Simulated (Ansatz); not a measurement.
# ZrSi7: the cost of one run

All numbers below are computed with Ansatz 0.2.0 (DFT PBE, scalar-relativistic, plane waves, PAW).

## 1. The system as given

The cell holds 16 atoms (Si14Zr2): a = 6.389 Å, b = 6.560 Å, c = 6.442 Å, α = 89.98°, β = 87.19°, γ = 86.27°.

It is the last frame of an earlier stage of the same melt, run at 1010 K.

Structure file:

```
CELL_PARAMETERS angstrom
6.38346 0.21074 0.15755
0.21074 6.55616 -0.00131
0.15755 -0.00131 6.44001
ATOMIC_POSITIONS crystal
Si 0.68044 0.34310 0.72809
Si 0.07182 0.27768 0.88515
Si 0.96426 0.69887 0.36026
Si 0.90212 0.92355 0.73659
Si 0.22396 0.74957 0.63383
Si 0.35515 0.40836 0.49211
Si 0.42393 0.13576 0.78524
Si 0.79977 0.39708 0.36569
Si 0.54192 0.65994 0.80866
Si 0.89795 0.58446 0.98615
Si 0.12336 0.11393 0.43389
Si 0.54193 0.64421 0.25795
Si 0.21454 0.42059 0.16512
Si 0.61774 0.92681 0.53382
Zr 0.73620 0.01365 0.09702
Zr 0.23133 0.88009 0.05842
```

## 2. Dynamics at 300 K

One k point, a Fermi-Dirac width of 0.050 eV and a fixed cell.

Input file input.yaml:

```yaml
crystal:
  lattice:
    - [6.383461, 0.210742, 0.157552]
    - [0.210742, 6.556163, -0.001312]
    - [0.157552, -0.001312, 6.440008]
  atoms:
    - { symbol: Si, position: [0.6804418965, 0.3431008899, 0.7280868591] }
    - { symbol: Si, position: [0.0718207527, 0.2776812368, 0.885145901] }
    - { symbol: Si, position: [0.9642559559, 0.698872052, 0.3602644859] }
    - { symbol: Si, position: [0.9021242739, 0.9235488155, 0.7365913767] }
    - { symbol: Si, position: [0.223963815, 0.7495699787, 0.6338303726] }
    - { symbol: Si, position: [0.3551462061, 0.4083621401, 0.4921110462] }
    - { symbol: Si, position: [0.4239315807, 0.1357633534, 0.7852371144] }
    - { symbol: Si, position: [0.7997659569, 0.3970751707, 0.3656850894] }
    - { symbol: Si, position: [0.5419241266, 0.6599367279, 0.8086630715] }
    - { symbol: Si, position: [0.897951159, 0.5844625951, 0.9861513146] }
    - { symbol: Si, position: [0.1233550212, 0.1139327509, 0.4338877798] }
    - { symbol: Si, position: [0.5419344668, 0.6442052775, 0.2579479193] }
    - { symbol: Si, position: [0.2145387838, 0.420594694, 0.1651157544] }
    - { symbol: Si, position: [0.6177446383, 0.9268141384, 0.5338220326] }
    - { symbol: Zr, position: [0.7361994171, 0.0136510723, 0.0970158032] }
    - { symbol: Zr, position: [0.2313302735, 0.8800943834, 0.058422236] }
  symmetry: { detect: false }
basis:
  ecutwfc: 420
  xc_grid: 1
kpoints:
  mp_grid: { grid: [1, 1, 1], shift: [0.25, 0.25, 0.25] }
hamiltonian:
  xc: pbe
scf:
  occupations: { method: fermi_dirac, width: 0.05 }
  lower_state_search: "off"
  convergence: { dr2_threshold: 1.0e-05 }
output:
  forces: true
  stress: true
md:
  timestep: 3.0
  n_steps: 250
  ensemble: nvt_langevin
  friction: 0.03
  temperature: 300.0
  initial_velocities: maxwell_boltzmann
  seed: 61706
```

Launch:

```sh
> ansatz run input.yaml --threads 2 --pin off --max-ram 5120MiB --backend cpu --events-out ev --progress --plain --runs-dir out
```

Q: Estimate wall time and peak memory on 2 threads of Arm Neoverse V2, shared host.

About 2.7 min, with a peak of 0.4 GiB.
